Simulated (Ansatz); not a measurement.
**CHFGaN (SMILES N#[C][GaH][F]) at wB97X/cc-pVDZ**

What is the vertical ionisation energy of CHFGaN at wB97X/cc-pVDZ? 

Program for the calculation: Ansatz 0.2.0.

126 further runs of the same task are left out: 126 set aside as unsound or not needed.

## Step 1: The system as given

CHFGaN has 5 atoms, charge 0, and is taken as a singlet. SMILES: `N#[C][GaH][F]`. The coordinates come from a PBE0-D4/def2-TZVP relaxation.

Bond lengths: N1–C2 1.152 Å, C2–Ga3 1.931 Å, Ga3–F4 1.741 Å, Ga3–H5 1.539 Å. Angles: N1–C2–Ga3 177.5°, C2–Ga3–F4 112.3°, C2–Ga3–H5 127.5°, F4–Ga3–H5 120.2°.

## Step 2: The energy at wB97X/cc-pVDZ

molecule.yaml reads:

```yaml
crystal:
  periodic: [false, false, false]
  atoms:
    - {symbol: N, position_ang: [1.214000, -1.657200, 1.266000]}
    - {symbol: C, position_ang: [0.641000, -0.864700, 0.656300]}
    - {symbol: Ga, position_ang: [-0.259700, 0.519000, -0.345500]}
    - {symbol: F, position_ang: [-1.724700, -0.053500, -1.092600]}
    - {symbol: H, position_ang: [0.179200, 1.982700, -0.525600]}
basis:
  gaussian:
    orbitals: cc-pVDZ
hamiltonian:
  xc: {name: wB97X}
accuracy: high
output:
  orbitals: {seedname: orbitals}
```

The run is started by

```
ansatz run molecule.yaml --threads 1 --pin off --max-ram 3480MiB --events-out events.jsonl --progress --plain --runs-dir runs
```

Output:

```text
Warning: RAYON_NUM_THREADS=1 ignored (pool sized by the plan → 1); use --threads N
Functional definition: wB97X
  name "wB97X"
  parameter omega = 0.3/bohr
  parameter cx = 0.157706
  parameter cx1 = 0.726479
  parameter cx2 = 1.04760
  parameter cx3 = -5.70635
  parameter cx4 = 13.2794
  parameter css1 = -4.33879
  parameter css2 = 18.2308
  parameter css3 = -31.7430
  parameter css4 = 17.2901
  parameter cos1 = 2.37031
  parameter cos2 = -11.3995
  parameter cos3 = 6.58405
  parameter cos4 = -3.78132
  exchange = spin_sum(e_x_unif_sr(omega)*poly(b97_u_x, 1 - cx, cx1, cx2, cx3, cx4)) + cx*exact_x_sr(omega)
      + exact_x_lr(omega)
  correlation = spin_sum(e_c_pw_same_spin*poly(b97_u_same, 1, css1, css2, css3, css4))
      + integral(e_c_pw_opposite_spin*poly(b97_u_opposite, 1, cos1, cos2, cos3, cos4))
1569 factors; integrals over basis functions are off by at most 4.4e-9 eV
305 factors; integrals over basis functions are off by at most 1.8e-9 eV
mean field evaluation 1: about -57632.9624 eV, gradient 4.8e1 eV
mean field evaluation 2: about -57630.3313 eV, gradient 6.6e1 eV
mean field evaluation 4: about -57637.7294 eV, gradient 2.0e0 eV
mean field evaluation 8: about -57637.8168 eV, gradient 1.0e-1 eV
mean field evaluation 16: about -57637.8168 eV, gradient 2.2e-5 eV
mean field -57637.81682997 eV, -2118.1507001860 hartree, gradient 3.2e-8 eV, S^2 0.000000; 0 other end points of the search recorded, 0 dependent functions left out
reference -57637.81682688 eV, -2118.1507000723 hartree; 27, 27 occupied and 47, 47 virtual orbitals, 1569 factors
Total energy: -57637.81682688 eV, -2118.1507000723 hartree
```

Wall time 18 s (1 thread of Arm Neoverse V2, shared host); peak memory 0.4 GiB.

## Step 3: The doublet cation, same level

job.yaml reads:

```yaml
crystal:
  periodic: [false, false, false]
  atoms:
    - symbol: N
      position_ang: [1.214000, -1.657200, 1.266000]
    - symbol: C
      position_ang: [0.641000, -0.864700, 0.656300]
    - symbol: Ga
      position_ang: [-0.259700, 0.519000, -0.345500]
    - symbol: F
      position_ang: [-1.724700, -0.053500, -1.092600]
    - symbol: H
      position_ang: [0.179200, 1.982700, -0.525600]
basis:
  gaussian:
    orbitals: cc-pVDZ
total_charge: 1
magnetization:
  spin_polarized: true
  initial_magnetization: 1
hamiltonian:
  xc: {name: wB97X}
accuracy: high
output:
  orbitals: {seedname: orbitals}
```

The run is started by

```
ansatz run job.yaml --threads 1 --pin off --max-ram 3480MiB --events-out events.jsonl --progress --plain --runs-dir runs
```

Output (excerpt; [...] marks lines left out):

```text
Warning: RAYON_NUM_THREADS=1 ignored (pool sized by the plan → 1); use --threads N
Functional definition: wB97X
  name "wB97X"
[...]
      + exact_x_lr(omega)
[...]
      + integral(e_c_pw_opposite_spin*poly(b97_u_opposite, 1, cos1, cos2, cos3, cos4))
1569 factors; integrals over basis functions are off by at most 4.4e-9 eV
305 factors; integrals over basis functions are off by at most 1.8e-9 eV
[...]
mean field -57625.05482102 eV, -2117.6817050073 hartree, gradient 2.4e-8 eV, S^2 0.772755; 6 other end points of the search recorded, 0 dependent functions left out
reference -57625.05481788 eV, -2117.6817048920 hartree; 27, 26 occupied and 47, 48 virtual orbitals, 1569 factors
Total energy: -57625.05481788 eV, -2117.6817048920 hartree
```

It took 58 s on 1 thread of Arm Neoverse V2, shared host; peak memory 0.68 GiB.

## Step 4: What came out

Level: wB97X/cc-pVDZ.

| quantity | value |
| --- | --- |
| singlet CHFGaN: total energy | -2118.15070 Eh |
| singlet CHFGaN: HOMO energy | -12.44 eV |
| singlet CHFGaN: LUMO energy | -0.43 eV |
| singlet CHFGaN: HOMO–LUMO gap | 12.01 eV |
| doublet cation: total energy | -2117.68170 Eh |
| doublet cation: HOMO energy (highest over α and β) | -18.37 eV |
| doublet cation: LUMO energy (lowest over α and β) | -13.04 eV |
| doublet cation: ⟨S²⟩ | 0.773 |
| vertical ionisation energy (to the doublet cation) | 12.762 eV |

Removing an electron at fixed nuclei costs 12.76 eV (294 kcal/mol). −ε(HOMO) before ionisation, 12.44 eV, is 0.32 eV below this ionisation energy.
